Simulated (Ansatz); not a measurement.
# C2H4AlFO (SMILES C=C[O][AlH][F]) at r2SCAN/def2-SVP

Aim: the vertical ionisation energy of C2H4AlFO at r2SCAN/def2-SVP, from 2 runs. 

The results are computed with Ansatz 0.2.0.

127 further runs of the same task are left out: 127 set aside as unsound or not needed.

### Step 1. The structure to begin with

The species is C2H4AlFO (9 atoms), meant as a singlet with charge 0. SMILES: `C=C[O][AlH][F]`. The shape is that of a PBE0-D4/def2-TZVP optimisation. This is one conformer, not always the lowest.

Bond lengths: C1–C2 1.325 Å, C2–O3 1.346 Å, O3–Al4 1.684 Å, Al4–F5 1.640 Å, C1–H6 1.083 Å, C1–H7 1.081 Å, C2–H8 1.090 Å, Al4–H9 1.565 Å. Angles: C1–C2–O3 123.2°, C2–O3–Al4 137.8°, O3–Al4–F5 116.4°, C1–C2–H8 121.1°, O3–C2–H8 115.7°, C2–C1–H6 121.4°, C2–C1–H7 119.7°, O3–Al4–H9 123.2°, F5–Al4–H9 120.5°, H6–C1–H7 119.0°.

### Step 2. A single-point energy at r2SCAN/def2-SVP

Input file job.yaml:

```yaml
crystal:
  periodic: [false, false, false]
  atoms:
    - {symbol: C, position_ang: [-1.562000, -0.360100, 1.103900]}
    - {symbol: C, position_ang: [-0.728000, -0.312900, 0.075500]}
    - {symbol: O, position_ang: [0.490300, 0.256500, 0.139600]}
    - {symbol: Al, position_ang: [1.800800, 0.519300, -0.884800]}
    - {symbol: F, position_ang: [3.087600, 1.301600, -0.235000]}
    - {symbol: H, position_ang: [-1.297700, 0.065300, 2.064100]}
    - {symbol: H, position_ang: [-2.527700, -0.832200, 0.988500]}
    - {symbol: H, position_ang: [-0.999000, -0.743100, -0.888800]}
    - {symbol: H, position_ang: [1.824300, 0.059200, -2.380300]}
basis:
  gaussian:
    orbitals: def2-SVP
hamiltonian:
  xc: {name: r2SCAN}
accuracy: high
output: {orbitals: {seedname: orbitals}}
```

Command:

```console
$ ansatz run job.yaml --threads 1 --pin off --max-ram 3480MiB --events-out events.jsonl --progress --plain --runs-dir runs
```

The program printed:

```text
Warning: RAYON_NUM_THREADS=1 ignored (pool sized by the plan → 1); use --threads N
Functional definition: r2SCAN
  name "r2SCAN"
  parameter k0 = 0.174
  parameter k1 = 0.065
  parameter a1 = 4.9479
  exchange = r2scan_x(k0 = k0, k1 = k1, a1 = a1)
  correlation = r2scan_c
2095 factors; integrals over basis functions are off by at most 5.5e-9 eV
mean field evaluation 1: about -13482.2555 eV, gradient 6.4e1 eV
mean field evaluation 2: about -13462.0576 eV, gradient 1.2e2 eV
mean field evaluation 4: about -13490.5360 eV, gradient 1.0e1 eV
mean field evaluation 8: about -13490.7607 eV, gradient 2.3e-1 eV
mean field evaluation 16: about -13490.7609 eV, gradient 7.7e-6 eV
mean field -13490.76085114 eV, -495.7763169132 hartree, gradient 5.2e-8 eV, S^2 0.000000; 0 other end points of the search recorded, 0 dependent functions left out
reference -13490.76085209 eV, -495.7763169482 hartree; 23, 23 occupied and 71, 71 virtual orbitals, 2095 factors
Total energy: -13490.76085209 eV, -495.7763169482 hartree
```

Run time: 15 s. Hardware: 1 thread of Arm Neoverse V1, shared host; peak memory 0.3 GiB.

### Step 3. The doublet cation

Input file in.yaml:

```yaml
crystal:
  periodic: [false, false, false]
  atoms:
    - symbol: C
      position_ang: [-1.562000, -0.360100, 1.103900]
    - symbol: C
      position_ang: [-0.728000, -0.312900, 0.075500]
    - symbol: O
      position_ang: [0.490300, 0.256500, 0.139600]
    - symbol: Al
      position_ang: [1.800800, 0.519300, -0.884800]
    - symbol: F
      position_ang: [3.087600, 1.301600, -0.235000]
    - symbol: H
      position_ang: [-1.297700, 0.065300, 2.064100]
    - symbol: H
      position_ang: [-2.527700, -0.832200, 0.988500]
    - symbol: H
      position_ang: [-0.999000, -0.743100, -0.888800]
    - symbol: H
      position_ang: [1.824300, 0.059200, -2.380300]
basis:
  gaussian:
    orbitals: def2-SVP
total_charge: 1
accuracy: high
hamiltonian:
  xc: r2scan
magnetization:
  spin_polarized: true
  initial_magnetization: 1
output: {orbitals: {seedname: orbitals}}
```

Command:

```console
$ ansatz run in.yaml --threads 1 --pin off --max-ram 3480MiB --events-out events.jsonl --progress --plain --runs-dir runs
```

The program printed:

```text
Warning: RAYON_NUM_THREADS=1 ignored (pool sized by the plan → 1); use --threads N
[... 7 set-up lines as earlier in the session ...]
2094 factors; integrals over basis functions are off by at most 5.5e-9 eV
mean field evaluation 1: about -13457.9951 eV, gradient 6.9e1 eV
mean field evaluation 2: about -13319.8936 eV, gradient 1.7e2 eV
mean field evaluation 4: about -13473.3490 eV, gradient 3.3e1 eV
mean field evaluation 8: about -13481.5994 eV, gradient 5.3e-1 eV
mean field evaluation 16: about -13481.6013 eV, gradient 3.7e-3 eV
mean field evaluation 32: about -13472.1977 eV, gradient 3.2e1 eV
mean field -13481.60132161 eV, -495.4397104116 hartree, gradient 5.7e-8 eV, S^2 0.755350; 3 other end points of the search recorded, 0 dependent functions left out
reference -13481.60132523 eV, -495.4397105447 hartree; 23, 22 occupied and 71, 72 virtual orbitals, 2094 factors
Total energy: -13481.60132523 eV, -495.4397105447 hartree
```

Wall time 32 s (1 thread of Arm Neoverse V1, shared host); peak memory 0.48 GiB.

### Step 4. Results

At r2SCAN/def2-SVP:

| quantity | value |
| --- | --- |
| singlet C2H4AlFO: total energy | -495.77632 Eh |
| singlet C2H4AlFO: HOMO energy | -5.93 eV |
| singlet C2H4AlFO: LUMO energy | -1.02 eV |
| singlet C2H4AlFO: HOMO–LUMO gap | 4.91 eV |
| doublet cation: total energy | -495.43971 Eh |
| doublet cation: HOMO energy (highest over α and β) | -13.10 eV |
| doublet cation: LUMO energy (lowest over α and β) | -12.35 eV |
| doublet cation: ⟨S²⟩ | 0.755 |
| vertical ionisation energy (to the doublet cation) | 9.160 eV |

In words: Removing an electron at fixed nuclei costs 9.16 eV (884 kJ/mol). −ε(HOMO) before ionisation, 5.93 eV, is 3.22 eV below this ionisation energy.
